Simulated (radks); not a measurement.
**Spin polarisation of the 5d shell in Au²⁺**

One table from this session's results is given with a row withheld; the runs are named, their logs left out.

Program: radks (a radial shooting solver on a logarithmic mesh, Libxc functionals) version 1. Level of theory: scalar-relativistic Kohn-Sham, SCAN, spin-polarised, spherical densities, finite nucleus. These are calculated values, not measurements, unless marked.

**The atom as given**

```
element            : gold (Z = 79)
charge             : +2
electrons          : 77
configuration      : [Xe] 4f14 5d(up 4.5, down 4.5)
nuclear rms radius : 5.4371 fm
```

A shell typed twice in an input gives spin up, then spin down.

Set-up of the first run:

Settings of this run:

```text
Z 79
configuration [Xe] 4f14 5d4.5 5d4.5
relativity scalar-relativistic
functional scan,scan
spin polarised
nucleus finite rms 5.4371 fm
c 137.035999084
```

Steps of the session up to this table: No moment.

One table of the session follows, with a row left open; its other results are not shown here.

It belongs to the step «No moment». Radial moments (bohr):

```
level     <r>  outermost maximum (interpolated)  90 % within  nodes
   3d  0.1678                             0.138        0.260      0
   4s  0.4069                             0.383        0.583      3
   4p  0.4331                             0.403        0.628      2
   4d  0.4583                             0.410        0.684      1
   5s  0.9287                             0.847         1.33      4
   4f  0.4986                             0.376        0.800      0
   5p   1.069                             0.954         1.55      3
   5d       ?                                 ?            ?      ?
```

Estimate the missing values for 5d.

The run gave: <r>: 1.489; outermost maximum (interpolated): 1.19; 90 % within: 2.28; nodes: 2. In the column «<r>» it is the highest.
